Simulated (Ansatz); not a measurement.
# C₇H₉F₉O₄Si: small, medium and large basis sets

How large a basis does C₇H₉F₉O₄Si need? Two functionals are run in growing sets.

The runs use Ansatz 0.2.0, Gaussian basis; one geometry, several basis sets.

Levels to be run: PBE0-D4/def2-SVP; ωB97M-V/def2-SVP; PBE0-D4/def2-QZVPP; ωB97M-V/def2-QZVPP; the functionals' def2-TZVPP values are taken from earlier runs.

### Step 1. The relaxed structure

The geometry comes from an earlier relaxation with PBE0-D4 in a triple-zeta def2 set; it is a stationary point, not always the lowest conformer.

30 atoms, charge 0, spin multiplicity 1.

Atoms are counted from 1 here; the program's logs count them from 0.

Bond lengths: C1–O2 1.417 Å, C1–H22 1.093 Å, C1–H23 1.093 Å, C1–H24 1.090 Å, O2–Si3 1.610 Å, Si3–O4 1.622 Å, Si3–O10 1.631 Å, Si3–O16 1.630 Å, O4–C5 1.394 Å, C5–C6 1.513 Å, C5–H25 1.094 Å, C5–H26 1.095 Å, C6–F7 1.339 Å, C6–F8 1.336 Å, C6–F9 1.334 Å, O10–C11 1.396 Å, C11–C12 1.514 Å, C11–H27 1.093 Å and more. Angles: O2–C1–H22 110.5°, O2–C1–H23 111.1°, O2–C1–H24 107.9°, H22–C1–H23 109.3°, H22–C1–H24 108.9°, H23–C1–H24 109.1°, C1–O2–Si3 126.1°, O2–Si3–O4 107.2°, O2–Si3–O10 106.8°, O2–Si3–O16 117.2°, O4–Si3–O10 115.1°, O4–Si3–O16 105.8°, O10–Si3–O16 105.2°, Si3–O4–C5 127.4°, O4–C5–C6 109.0°, O4–C5–H25 110.8°, O4–C5–H26 112.5°, C6–C5–H25 107.8° and more.

### Step 2. PBE0-D4 in def2-SVP

in.yaml

```yaml
crystal:
  periodic: [false, false, false]
  atoms:
    - {symbol: C, position_ang: [-1.280261, 2.312163, 1.230672]}
    - {symbol: O, position_ang: [-0.576395, 1.785047, 0.120117]}
    - {symbol: Si, position_ang: [-0.105943, 0.256860, -0.065560]}
    - {symbol: O, position_ang: [0.698004, -0.164072, 1.279230]}
    - {symbol: C, position_ang: [1.104475, -1.442831, 1.657920]}
    - {symbol: C, position_ang: [0.964588, -1.581101, 3.158200]}
    - {symbol: F, position_ang: [1.364927, -2.802615, 3.533902]}
    - {symbol: F, position_ang: [-0.300871, -1.424722, 3.555485]}
    - {symbol: F, position_ang: [1.705563, -0.687148, 3.814942]}
    - {symbol: O, position_ang: [0.768274, 0.196916, -1.440962]}
    - {symbol: C, position_ang: [1.716072, 1.130347, -1.863583]}
    - {symbol: C, position_ang: [3.115254, 0.581511, -1.677945]}
    - {symbol: F, position_ang: [4.012439, 1.475269, -2.107335]}
    - {symbol: F, position_ang: [3.302620, -0.549846, -2.360835]}
    - {symbol: F, position_ang: [3.379830, 0.319880, -0.392565]}
    - {symbol: O, position_ang: [-1.273948, -0.863940, -0.253470]}
    - {symbol: C, position_ang: [-1.976253, -1.181067, -1.415534]}
    - {symbol: C, position_ang: [-3.305768, -0.456703, -1.461972]}
    - {symbol: F, position_ang: [-3.974283, -0.814350, -2.564480]}
    - {symbol: F, position_ang: [-4.069739, -0.742108, -0.406557]}
    - {symbol: F, position_ang: [-3.145672, 0.871079, -1.492847]}
    - {symbol: H, position_ang: [-2.320357, 1.976564, 1.218603]}
    - {symbol: H, position_ang: [-0.813734, 2.009891, 2.171710]}
    - {symbol: H, position_ang: [-1.259243, 3.399334, 1.154763]}
    - {symbol: H, position_ang: [2.155482, -1.608525, 1.403659]}
    - {symbol: H, position_ang: [0.495182, -2.228729, 1.200666]}
    - {symbol: H, position_ang: [1.581954, 1.331560, -2.929298]}
    - {symbol: H, position_ang: [1.649011, 2.075999, -1.317413]}
    - {symbol: H, position_ang: [-1.422651, -0.921834, -2.323110]}
    - {symbol: H, position_ang: [-2.188547, -2.252812, -1.426403]}
basis:
  gaussian: {orbitals: def2-SVP}
hamiltonian: {xc: pbe0, dispersion: d4}
output: {orbitals: {seedname: orbitals}}
```

The run is started by

```bash
ansatz run in.yaml --threads 11 --pin off --events-out ev --progress --plain --max-ram 120832MiB --backend cuda --devices 0, --max-vram 75GiB
```

What it wrote:

```text
Functional definition: PBE0
  name "PBE0"
  cite "Adamo & Barone, J. Chem. Phys. 110, 6158 (1999) doi:10.1063/1.478522"
  cite "Perdew, Burke & Ernzerhof, Phys. Rev. Lett. 77, 3865 (1996) doi:10.1103/PhysRevLett.77.3865"
  parent pbe
  parameter a = 0.25
  parameter kappa = 0.804
  parameter beta = 0.06672455060314922
  exchange = (1 - a)*pbe_x(kappa = kappa, mu = beta*pi^2/3) + a*exact_x
  correlation = pbe_c(beta = beta)
3324 factors; integrals over basis functions are off by at most 1.5e-3 eV
mean field evaluation 1: about -47836.7779 eV, gradient 9.3e1 eV
mean field evaluation 2: about -47829.0703 eV, gradient 1.2e2 eV
mean field evaluation 4: about -47851.3506 eV, gradient 3.1e0 eV
mean field evaluation 8: about -47852.2277 eV, gradient 6.1e-1 eV
mean field evaluation 16: about -47852.2285 eV, gradient 2.9e-4 eV
mean field -47852.22845779 eV, -1758.5369604186 hartree, gradient 3.8e-5 eV, S^2 0.000000; 0 other end points of the search recorded, 0 dependent functions left out
reference -47852.22849192 eV, -1758.5369616728 hartree; 89, 89 occupied and 254, 254 virtual orbitals, 3324 factors
Total energy: -47853.00439420 eV, -1758.5654755556 hartree
```

Wall time 1.8 s (1 × H100 with 11 threads of AMD EPYC 7R13, shared host); peak host memory 2.8 GiB.

### Step 3. ωB97M-V in def2-SVP

in.yaml: that of step 2 with these lines changed.

```diff
@@ -35,3 +35,3 @@
   gaussian: {orbitals: def2-SVP}
-hamiltonian: {xc: pbe0, dispersion: d4}
+hamiltonian: {xc: {name: wB97M-V}}
 output: {orbitals: {seedname: orbitals}}
```

Launched as before.

What it wrote, shortened:

```text
Functional definition: wB97M-V
  name "wB97M-V"
  cite "Mardirossian & Head-Gordon, J. Chem. Phys. 144, 214110 (2016) doi:10.1063/1.4952647"
  cite "Becke, J. Chem. Phys. 107, 8554 (1997) doi:10.1063/1.475007"
  cite "Vydrov & Van Voorhis, J. Chem. Phys. 133, 244103 (2010) doi:10.1063/1.3521275"
  # Of w^i u^j: cxij and so on, Table III.
[...]
  gx(w, u) = 1 - cx + cx01*u + cx10*w
  gss(w, u) = css00 + css04*u^4 + css10*w + css20*w^2 + css43*w^4*u^3
  gos(w, u) = cos00 + cos10*w + (cos20 + cos21*u)*w^2 + (cos60 + cos61*u)*w^6
[...]
      + integral(e_c_pw_mod_opposite_spin*gos(b97_w_opposite, b97_u_opposite)) + vv10(b, c)
3324 factors; integrals over basis functions are off by at most 1.5e-3 eV
742 factors; integrals over basis functions are off by at most 6.2e-6 eV
[...]
mean field -47884.34180002 eV, -1759.7171039782 hartree, gradient 7.2e-5 eV, S^2 0.000000; 0 other end points of the search recorded, 0 dependent functions left out
reference -47884.34185463 eV, -1759.7171059849 hartree; 89, 89 occupied and 254, 254 virtual orbitals, 3324 factors
Total energy: -47884.34185463 eV, -1759.7171059849 hartree
```

Wall time 2.7 s (1 × H100 with 11 threads of AMD EPYC 7R13, shared host); peak host memory 2.8 GiB.

### Step 4. PBE0-D4 in def2-QZVPP

in.yaml: that of step 3 with these lines changed.

```diff
@@ -34,4 +34,4 @@
 basis:
-  gaussian: {orbitals: def2-SVP}
-hamiltonian: {xc: {name: wB97M-V}}
+  gaussian: {orbitals: "def2-QZVPP.json"}
+hamiltonian: {xc: pbe0, dispersion: d4}
 output: {orbitals: {seedname: orbitals}}
```

Same command.

What it wrote:

```text
Functional definition: PBE0
  name "PBE0"
  cite "Adamo & Barone, J. Chem. Phys. 110, 6158 (1999) doi:10.1063/1.478522"
  cite "Perdew, Burke & Ernzerhof, Phys. Rev. Lett. 77, 3865 (1996) doi:10.1103/PhysRevLett.77.3865"
  parent pbe
  parameter a = 0.25
  parameter kappa = 0.804
  parameter beta = 0.06672455060314922
  exchange = (1 - a)*pbe_x(kappa = kappa, mu = beta*pi^2/3) + a*exact_x
  correlation = pbe_c(beta = beta)
4531 factors; their error is unknown
mean field evaluation 1: about -47887.1359 eV, gradient 1.1e2 eV
mean field evaluation 2: about -47876.8197 eV, gradient 1.4e2 eV
mean field evaluation 4: about -47905.3556 eV, gradient 4.7e0 eV
mean field evaluation 8: about -47905.3911 eV, gradient 1.1e-1 eV
mean field evaluation 16: about -47905.3989 eV, gradient 1.6e-4 eV
mean field -47905.39893130 eV, -1760.4909392796 hartree, gradient 7.9e-5 eV, S^2 0.000000; 0 other end points of the search recorded, 0 dependent functions left out
reference -47905.39898786 eV, -1760.4909413583 hartree; 89, 89 occupied and 1391, 1391 virtual orbitals, 4531 factors
Total energy: -47906.17489014 eV, -1760.5194552412 hartree
```

Run time: 6 s. Hardware: 1 × H100 with 11 threads of AMD EPYC 7R13, shared host; peak host memory 2.8 GiB.

### Step 5. ωB97M-V in def2-QZVPP

in.yaml: that of step 4 with these lines changed.

```diff
@@ -35,3 +35,3 @@
   gaussian: {orbitals: "def2-QZVPP.json"}
-hamiltonian: {xc: pbe0, dispersion: d4}
+hamiltonian: {xc: {name: wB97M-V}}
 output: {orbitals: {seedname: orbitals}}
```

Same command.

What it wrote, shortened:

```text
Functional definition: wB97M-V
  name "wB97M-V"
  cite "Mardirossian & Head-Gordon, J. Chem. Phys. 144, 214110 (2016) doi:10.1063/1.4952647"
  cite "Becke, J. Chem. Phys. 107, 8554 (1997) doi:10.1063/1.475007"
  cite "Vydrov & Van Voorhis, J. Chem. Phys. 133, 244103 (2010) doi:10.1063/1.3521275"
  # Of w^i u^j: cxij and so on, Table III.
[...]
  gx(w, u) = 1 - cx + cx01*u + cx10*w
  gss(w, u) = css00 + css04*u^4 + css10*w + css20*w^2 + css43*w^4*u^3
  gos(w, u) = cos00 + cos10*w + (cos20 + cos21*u)*w^2 + (cos60 + cos61*u)*w^6
[...]
      + integral(e_c_pw_mod_opposite_spin*gos(b97_w_opposite, b97_u_opposite)) + vv10(b, c)
4511 factors; their error is unknown
961 factors; integrals over basis functions are off by at most 4.5e-6 eV
[...]
mean field -47938.39264239 eV, -1761.7034357983 hartree, gradient 1.6e-5 eV, S^2 0.000000; 0 other end points of the search recorded, 0 dependent functions left out
reference -47938.39273200 eV, -1761.7034390913 hartree; 89, 89 occupied and 1391, 1391 virtual orbitals, 4511 factors
Total energy: -47938.39273200 eV, -1761.7034390913 hartree
```

Run time: 9.5 s. Hardware: 1 × H100 with 11 threads of AMD EPYC 7R13, shared host; peak host memory 2.8 GiB.

### Step 6. Functionals by basis

The def2-TZVPP values come from earlier runs at the same geometry.

```csv
functional,basis,functions,energy (eV),from the largest (eV),HOMO (eV),LUMO (eV)
PBE0-D4,def2-SVP,343,-47853.0044,53.170,-8.78,1.06
PBE0-D4,def2-TZVPP,788,-47903.8383,2.337,-8.90,0.56
PBE0-D4,def2-QZVPP,1480,-47906.1749,0.000,-8.94,0.24
ωB97M-V,def2-SVP,343,-47884.3419,54.051,-11.19,2.87
ωB97M-V,def2-TZVPP,788,-47936.2026,2.190,-11.32,2.15
ωB97M-V,def2-QZVPP,1480,-47938.3927,0.000,-11.36,1.49
```

### Step 7. Results

| quantity | value |
| --- | --- |
| PBE0-D4: double and triple zeta above quadruple | 53.17, 2.34 eV |
| ωB97M-V: double and triple zeta above quadruple | 54.05, 2.19 eV |

For PBE0-D4 the step from double to triple zeta gains 50.83 eV and the next only 2.34 eV. These are total energies; as a rule much of such shifts cancels in differences, which this series doesn't test. The LUMO of ωB97M-V is positive and keeps falling with the basis (2.87 to 1.49 eV): an unbound level that the basis holds in place.

For PBE0-D4 the largest set took about 3 times as long as the smallest (6 s against 1.8 s).
